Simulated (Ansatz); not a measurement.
**CHGa (triplet): from Hartree-Fock to the top rungs, cc-pVTZ**

An exercise on one series of results from a longer session: the logs are not shown, and one member is left open.

The runs use Ansatz 0.2.0, Gaussian basis; cc-pVTZ, core rule «outside noble gas», up to 15 orbitals frozen.

The runs, in order: UHF; CCSD(T) on ROHF; CCSD(T) on UHF; BCCD(T) on ROHF; CCSDT(Q) on ROHF; CCSDT(Q) on UHF; CASSCF and MRCISD+Q, 8 electrons in 9 orbitals; CASSCF and NEVPT2, 8 electrons in 9 orbitals.

7 further runs of the same task are left out: 4 for a known fault of the program, 3 set aside as unsound or not needed.

### The geometry

The geometry is a PBE0/def2-TZVP stationary point (not a proven minimum). No spin-orbit coupling is included. The filled d shell of Ga may be among the frozen orbitals whatever the setting's name suggests; the logs give the count.

3 atoms, charge 0, spin multiplicity 3.

Atoms are counted from 1 here; the program's logs count them from 0.

Bond lengths: C1–Ga2 1.902 Å, Ga2–H3 1.572 Å. Angles: C1–Ga2–H3 180.0°.

The first run:

in.yaml reads:

```yaml
crystal:
  periodic: [false, false, false]
  atoms:
    - {symbol: C, position_ang: [0.000000, 0.000000, 1.791800]}
    - {symbol: Ga, position_ang: [0.000000, 0.000000, -0.109800]}
    - {symbol: H, position_ang: [0.000000, 0.000000, -1.682000]}
basis:
  gaussian: {orbitals: cc-pVTZ}
magnetization: {spin_polarized: true, initial_magnetization: 2}
hamiltonian: {xc: hf}
output: {orbitals: {seedname: orbitals}}
```

Launch:

```
> ansatz run in.yaml --threads 1 --pin off --events-out ev --progress --plain --max-ram 2816MiB --backend cpu
```

Steps of the session up to this table: UHF; CCSD(T) on ROHF; CCSD(T) on UHF; BCCD(T) on ROHF; CCSDT(Q) on ROHF; CCSDT(Q) on UHF; CASSCF and MRCISD+Q, 8 electrons in 9 orbitals; CASSCF and NEVPT2, 8 electrons in 9 orbitals.

One table of the session follows, with a row left open; its other results are not shown here.

```
          method  from UCCSDT(Q) (kJ/mol)
            ROHF                   +566.3
             UHF                   +556.0
            RMP2                   +101.0
            UMP2                   +103.2
           RCCSD                    +34.3
           UCCSD                        ?
        RCCSD(T)                     +6.8
        UCCSD(T)                     +6.5
         BCCD(T)                     +7.2
          RCCSDT                     +2.7
          UCCSDT                     +2.3
       RCCSDT(Q)                     +0.6
       UCCSDT(Q)                        0
  CASSCF valence                   +345.8
  NEVPT2 valence                    +70.7
  MRCISD valence                    +20.2
MRCISD+Q valence                     +0.4
```

Q: Estimate the row for UCCSD from the others.

**Answer.** from UCCSDT(Q) (kJ/mol): +33.7. In the column «from UCCSDT(Q) (kJ/mol)» it lies between MRCISD valence (+20.2) and RCCSD (+34.3).

Some runs used a GPU and others CPU threads alone; cost is compared among the CPU runs only.

Among the levels timed on like hardware, those that no quicker one beats, quickest first: NEVPT2 valence (8.5 s, +70.7 kJ/mol); BCCD(T) (12 s, +7.2 kJ/mol); RCCSD(T) (19 s, +6.8 kJ/mol); UCCSD(T) (38 s, +6.5 kJ/mol).

Caveats from the session: Of the multireference levels listed MRCISD+Q valence comes nearest in total energy (+0.4 kJ/mol), which doesn't show that its space is the better one. Restricted and unrestricted rows rest on different reference determinants; where their highest levels disagree by more than a few hundredths of an eV, they describe different states and don't form one ladder.
